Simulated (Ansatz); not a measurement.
# C2H4O2Si (SMILES C=C1O[SiH2]O1) at 6 levels

Aim: a comparison of 6 runs (HF/STO-3G, HF/3-21G, HF/6-31G*, B3LYP/6-31G*, PBE0/def2-SVP, MP2/3-21G) of C2H4O2Si. 

Program for the calculation: Ansatz 0.2.0.

6 further runs of the same task are left out: 2 for a known fault of the program, 4 set aside as unsound or not needed.

### Step 1. The structure to begin with

The species is C2H4O2Si (9 atoms), meant as a singlet with charge 0. SMILES: `C=C1O[SiH2]O1`. The shape is that of a PBE0-D4/def2-TZVP optimisation.

Bond lengths: C1–C2 1.319 Å, C2–O3 1.381 Å, O3–Si4 1.676 Å, C2–O5 1.381 Å, Si4–O5 1.676 Å, C1–H6 1.079 Å, C1–H7 1.079 Å, Si4–H8 1.478 Å, Si4–H9 1.478 Å. Some angles: C1–C2–O3 128.1°, C1–C2–O5 128.1°, O3–C2–O5 103.9°, C2–O3–Si4 87.6°, O3–Si4–O5 80.9°, C2–O5–Si4 87.6°, C2–C1–H6 119.7°, C2–C1–H7 119.7°, O3–Si4–H8 115.3°, O3–Si4–H9 115.3°.

### Step 2. Energy and forces at HF/STO-3G (run 1)

job.yaml

```yaml
crystal:
  periodic: [false, false, false]
  atoms:
    - {symbol: C, position_ang: [0.527300, 1.358500, -1.129600]}
    - {symbol: C, position_ang: [0.157300, 0.383100, -0.322900]}
    - {symbol: O, position_ang: [-0.585200, 0.473600, 0.838200]}
    - {symbol: Si, position_ang: [-0.440000, -1.190500, 0.978300]}
    - {symbol: O, position_ang: [0.421700, -0.967300, -0.442100]}
    - {symbol: H, position_ang: [0.243100, 2.374800, -0.904500]}
    - {symbol: H, position_ang: [1.111300, 1.132600, -2.008400]}
    - {symbol: H, position_ang: [-1.701100, -1.949600, 0.840800]}
    - {symbol: H, position_ang: [0.354100, -1.661500, 2.132900]}
basis:
  gaussian:
    orbitals: STO-3G
hamiltonian:
  xc: hf
accuracy: high
output: {forces: true, orbitals: {seedname: orbitals}}
```

Started as:

```console
$ ansatz run job.yaml --threads 1 --pin off --max-ram 2610MiB --events-out events.jsonl --progress --plain --runs-dir runs
```

Standard output:

```text
Warning: RAYON_NUM_THREADS=1 ignored (pool sized by the plan → 1); use --threads N
Functional definition: HF
  name "HF"
  exchange = exact_x
  correlation = 0
708 factors; integrals over basis functions are off by at most 5.2e-9 eV
mean field evaluation 1: about -13885.5008 eV, gradient 3.2e1 eV
mean field evaluation 2: about -13885.6593 eV, gradient 3.2e1 eV
mean field evaluation 4: about -13889.0926 eV, gradient 1.9e0 eV
mean field evaluation 8: about -13889.1146 eV, gradient 8.6e-2 eV
mean field -13889.11464396 eV, -510.4155487855 hartree, gradient 1.7e-8 eV, S^2 0.000000; 0 other end points of the search recorded, 0 dependent functions left out
the calculation of the forces begins
reference -13889.11464396 eV, -510.4155487855 hartree; 23, 23 occupied and 10, 10 virtual orbitals, 708 factors
Total energy: -13889.11464396 eV, -510.4155487855 hartree
Atom 0 at     0.527300     1.358500    -1.129600 Å, force    -0.137013    -0.363898     0.299570 eV/Å
Atom 1 at     0.157300     0.383100    -0.322900 Å, force     0.873475     2.301835    -1.904755 eV/Å
Atom 2 at    -0.585200     0.473600     0.838200 Å, force    -0.653620     0.722505     0.878843 eV/Å
Atom 3 at    -0.440000    -1.190500     0.978300 Å, force    -1.113779    -2.934005     2.426768 eV/Å
Atom 4 at     0.421700    -0.967300    -0.442100 Å, force     0.549419    -0.997430    -0.651029 eV/Å
Atom 5 at     0.243100     2.374800    -0.904500 Å, force     0.137948    -0.099106    -0.197061 eV/Å
Atom 6 at     1.111300     1.132600    -2.008400 Å, force    -0.090449     0.226374     0.093426 eV/Å
Atom 7 at    -1.701100    -1.949600     0.840800 Å, force     1.265173     0.718772     0.186128 eV/Å
Atom 8 at     0.354100    -1.661500     2.132900 Å, force    -0.831154     0.424952    -1.131891 eV/Å
Dipole moment:    -0.161558    -0.425567     0.351882 e Å
```

It took 1.5 s on 1 thread of Intel Xeon Platinum 8488C (Sapphire Rapids), shared host.

### Step 3. Energy and gradient at HF/3-21G (run 2)

input.yaml

```yaml
crystal:
  periodic: [false, false, false]
  atoms:
    - {symbol: C, position_ang: [0.527300, 1.358500, -1.129600]}
    - {symbol: C, position_ang: [0.157300, 0.383100, -0.322900]}
    - {symbol: O, position_ang: [-0.585200, 0.473600, 0.838200]}
    - {symbol: Si, position_ang: [-0.440000, -1.190500, 0.978300]}
    - {symbol: O, position_ang: [0.421700, -0.967300, -0.442100]}
    - {symbol: H, position_ang: [0.243100, 2.374800, -0.904500]}
    - {symbol: H, position_ang: [1.111300, 1.132600, -2.008400]}
    - {symbol: H, position_ang: [-1.701100, -1.949600, 0.840800]}
    - {symbol: H, position_ang: [0.354100, -1.661500, 2.132900]}
basis:
  gaussian:
    orbitals: 3-21G.json
hamiltonian:
  xc: hf
accuracy: high
output:
  forces: true
  orbitals: {seedname: orbitals}
```

The basis set 3-21G is read from a file made from the Basis Set Exchange's data (not shown).

Started as:

```console
$ ansatz run input.yaml --threads 1 --pin off --max-ram 2610MiB --events-out events.jsonl --progress --plain --runs-dir runs
```

Standard output, cut to the lines that bear on the results:

```text
Warning: RAYON_NUM_THREADS=1 ignored (pool sized by the plan → 1); use --threads N
[... 2 set-up lines as earlier in the session ...]
[...]
1351 factors; integrals over basis functions are off by at most 1.1e-8 eV
[...]
mean field -13984.61032541 eV, -513.9249503494 hartree, gradient 3.4e-8 eV, S^2 0.000000; 0 other end points of the search recorded, 0 dependent functions left out
[...]
reference -13984.61032541 eV, -513.9249503494 hartree; 23, 23 occupied and 34, 34 virtual orbitals, 1351 factors
Total energy: -13984.61032541 eV, -513.9249503494 hartree
Atom 0 at     0.527300     1.358500    -1.129600 Å, force    -0.213918    -0.566275     0.467302 eV/Å
Atom 1 at     0.157300     0.383100    -0.322900 Å, force     1.397002     3.681907    -3.045684 eV/Å
Atom 2 at    -0.585200     0.473600     0.838200 Å, force    -0.440114     0.847975     0.511162 eV/Å
Atom 3 at    -0.440000    -1.190500     0.978300 Å, force    -1.270734    -3.347779     2.768839 eV/Å
Atom 4 at     0.421700    -0.967300    -0.442100 Å, force     0.547909    -0.564551    -0.745269 eV/Å
Atom 5 at     0.243100     2.374800    -0.904500 Å, force     0.129595    -0.404562    -0.115565 eV/Å
Atom 6 at     1.111300     1.132600    -2.008400 Å, force    -0.238010     0.120315     0.351895 eV/Å
Atom 7 at    -1.701100    -1.949600     0.840800 Å, force     0.141511     0.130114    -0.035092 eV/Å
Atom 8 at     0.354100    -1.661500     2.132900 Å, force    -0.053241     0.102856    -0.157589 eV/Å
Dipole moment:    -0.134047    -0.352961     0.291817 e Å
```

It took 2.6 s on 1 thread of Intel Xeon Platinum 8488C (Sapphire Rapids), shared host.

Runs 3 to 5 aren't shown in full; the table further down has their settings and results.

### Step 4. Energy and forces at MP2/3-21G (run 6)

input.yaml

```yaml
crystal:
  periodic: [false, false, false]
  atoms:
    - symbol: C
      position_ang: [0.527300, 1.358500, -1.129600]
    - symbol: C
      position_ang: [0.157300, 0.383100, -0.322900]
    - symbol: O
      position_ang: [-0.585200, 0.473600, 0.838200]
    - symbol: Si
      position_ang: [-0.440000, -1.190500, 0.978300]
    - symbol: O
      position_ang: [0.421700, -0.967300, -0.442100]
    - symbol: H
      position_ang: [0.243100, 2.374800, -0.904500]
    - symbol: H
      position_ang: [1.111300, 1.132600, -2.008400]
    - symbol: H
      position_ang: [-1.701100, -1.949600, 0.840800]
    - symbol: H
      position_ang: [0.354100, -1.661500, 2.132900]
basis:
  gaussian:
    orbitals: 3-21G.json
output:
  forces: true
  orbitals: {seedname: orbitals}
correlation:
  method: mp2
  frozen_orbitals: {C: 1, H: 0, O: 1, Si: 5}
magnetization:
  spin_polarized: false
  initial_magnetization: 0
accuracy: high
```

The basis set 3-21G is read from a file made from the Basis Set Exchange's data (not shown).

Started as:

```console
$ ansatz run input.yaml --threads 1 --pin off --max-ram 2610MiB --events-out events.jsonl --progress --plain --runs-dir runs
```

Standard output, cut to the lines that bear on the results:

```text
Warning: RAYON_NUM_THREADS=1 ignored (pool sized by the plan → 1); use --threads N
[... 2 set-up lines as earlier in the session ...]
[...]
1351 factors; integrals over basis functions are off by at most 1.1e-8 eV
[...]
mean field -13984.61032541 eV, -513.9249503494 hartree, gradient 3.4e-8 eV, S^2 0.000000; 0 other end points of the search recorded, 0 dependent functions left out
9 core orbitals not correlated: weight in the atoms' cores, before any rotation towards them, 1.000 or more for the frozen orbitals, at most 0.000 for the correlated occupied ones
reference -13984.61032541 eV, -513.9249503494 hartree; 14, 14 occupied and 34, 34 virtual orbitals, 1351 factors
second order -12.43922130 eV of doubles, -0.00000000 eV of singles
[...]
Total energy: -13997.04954670 eV, -514.3820833004 hartree
Atom 0 at     0.527300     1.358500    -1.129600 Å, force     0.136860     0.358323    -0.297414 eV/Å
Atom 1 at     0.157300     0.383100    -0.322900 Å, force     1.108723     2.921902    -2.417130 eV/Å
Atom 2 at    -0.585200     0.473600     0.838200 Å, force    -1.474936     2.447210     1.800804 eV/Å
Atom 3 at    -0.440000    -1.190500     0.978300 Å, force    -1.424613    -3.753008     3.103888 eV/Å
Atom 4 at     0.421700    -0.967300    -0.442100 Å, force     1.641087    -2.010545    -2.161466 eV/Å
Atom 5 at     0.243100     2.374800    -0.904500 Å, force     0.019880     0.066618    -0.046299 eV/Å
Atom 6 at     1.111300     1.132600    -2.008400 Å, force     0.026210     0.056513    -0.054272 eV/Å
Atom 7 at    -1.701100    -1.949600     0.840800 Å, force    -0.125222    -0.058758    -0.032314 eV/Å
Atom 8 at     0.354100    -1.661500     2.132900 Å, force     0.092012    -0.028254     0.104203 eV/Å
Dipole moment:    -0.125723    -0.331048     0.273702 e Å
```

It took 5.1 s on 1 thread of Intel Xeon Platinum 8488C (Sapphire Rapids), shared host.

### Step 5. Overview of the runs

```tsv
run	level	Cartesian functions	frozen core orbitals	energy (Eh)	dipole moment (D)	HOMO energy (eV)	LUMO energy (eV)	wall time
1	HF/STO-3G	no	–	-510.415549	2.76	-6.61	9.78	1.5 s
2	HF/3-21G	no	–	-513.924950	2.29	-9.20	3.06	2.6 s
3	HF/6-31G* (spherical functions)	no	–	-516.722844	2.16	-9.17	2.71	9.6 s
4	B3LYP/6-31G* (Cartesian functions)	yes	–	-518.569518	2.01	-6.09	-0.80	16 s
5	PBE0/def2-SVP	no	–	-517.931589	2.03	-6.58	-0.54	14 s
6	MP2/3-21G	no	9	-514.382083	2.15	-9.20	3.06	5.1 s
```

### Step 6. Outcome

| quantity | value |
| --- | --- |
| run 6: total energy | -514.38208 Eh |
| run 6: dipole moment (correlated density) | 2.15 D |
| run 6: HOMO energy (Hartree–Fock orbitals) | -9.20 eV |
| run 6: LUMO energy (Hartree–Fock orbitals) | 3.06 eV |
| run 6: HOMO–LUMO gap (Hartree–Fock orbitals) | 12.26 eV |
| run 6: correlation energy (9 core orbitals frozen) | -457.1 mEh |
| run 6: largest force on an atom | 5.074 eV/Å |

In words: The dipole moment (its size) runs from 2.01 D (B3LYP/6-31G*) to 2.76 D (HF/STO-3G). The two ends differ in method and basis. Over runs 1, 2, 3, 4, 5 the HOMO–LUMO gap runs from 5.29 eV (B3LYP/6-31G*) to 16.39 eV (HF/STO-3G). Totals of different functionals can't be ranked against each other. In run 1 the basis is minimal, so the values are rough. All runs together took 49 s, the longest 16 s.
